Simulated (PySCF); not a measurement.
# WNH₃: structure of the singlet

Aim: relax WNH₃ as a singlet from a hand-made tetrahedral geometry, check by its vibrations whether the end is a minimum, and collect its spectrum and constants.

The runs use PySCF 2.14.0; PBE0, basis W def2-TZVP with ECP60, N def2-TZVP, H def2-TZVP, scalar-relativistic core potentials, no spin–orbit coupling, density fitting.

## 1. Where the work starts

5 atoms, charge 0, spin multiplicity 1.

Bond lengths: W1–N2 1.800 Å, W1–H3 1.690 Å, W1–H4 1.690 Å, W1–H5 1.690 Å. Angles: N2–W1–H3 109.5°, N2–W1–H4 109.5°, N2–W1–H5 109.5°, H3–W1–H4 109.5°, H3–W1–H5 109.5°, H4–W1–H5 109.5°.

```xyz
5
charge 0 multiplicity 1
W     0.0000    0.0955    0.0675
N     0.0000   -1.3739   -0.9722
H     1.3799    0.0951    1.0433
H    -1.3799    0.0951    1.0433
H     0.0000    1.4757   -0.9077
```

## 2. Relaxing the singlet from the tetrahedral start

The steps below are one call of a driver around PySCF. For each, scf.py gives the equivalent set-up of the SCF; relaxations use the driver's own optimiser. Before each start the driver seeks the lowest SCF state from one or more starting densities and follows internal instabilities, so scf.py alone need not reach the same state.

The program finds C3v symmetry in the start, which this walk keeps.

scf.py

```python
from pyscf import gto, scf, dft
mol = gto.M(atom='''
W      0.000000     0.095459     0.067548
N     -0.000000    -1.373892    -0.972186
H      1.379902     0.095129     1.043286
H     -1.379902     0.095129     1.043286
H     -0.000000     1.475691    -0.907723''',
    basis={'W': 'def2-TZVP', 'N': 'def2-TZVP', 'H': 'def2-TZVP'},
    ecp={'W': 'def2-TZVP'},
    charge=0, spin=0)
mf = dft.RKS(mol, xc='PBE0')
mf.grids.atom_grid = (50, 194)
aux = {'W': 'def2-universal-JKFIT', 'N': 'def2-universal-JKFIT', 'H': 'def2-universal-JKFIT'}
mf = mf.density_fit(auxbasis=aux)
mf.kernel()
```

Further steps of the session: Frequencies.

What does the calculation give? Wanted: minimum; geometry; wavenumbers; dipole moment; highest occupied, lowest empty level; polar-tensor charge of W1; zero-point energy; atomisation energy.

**Answer**, as computed:

| quantity | value |
| --- | --- |
| minimum | singlet, C3v |
| geometry | W–H 1.715 Å (×3), W–N 1.649 Å; H–W–H 118.0° (×3), H–W–N 98.2° (×3) |
| wavenumbers (cm⁻¹) | 690 (e), 690 (a1), 861 (e), 1183 (a1), 1997 (e), 2007 (a1) |
| dipole moment | 3.35 D |
| highest occupied, lowest empty level | -8.89, -2.87 eV |
| polar-tensor charge of W1 | +1.10 e |
| zero-point energy | 65.6 kJ/mol |
| entropy at 298.15 K | 259.6 J/(mol K) |
| atomisation energy (no zero-point energy) | 1503 kJ/mol |

What this shows: The molecule stays C3v, as typed, and the end point is a minimum. In the infrared the band at 1997 cm⁻¹ (e, stretch) leads. Other starts or spin states, not run here, may lie lower. With an element this heavy the missing spin–orbit coupling can shift these numbers.
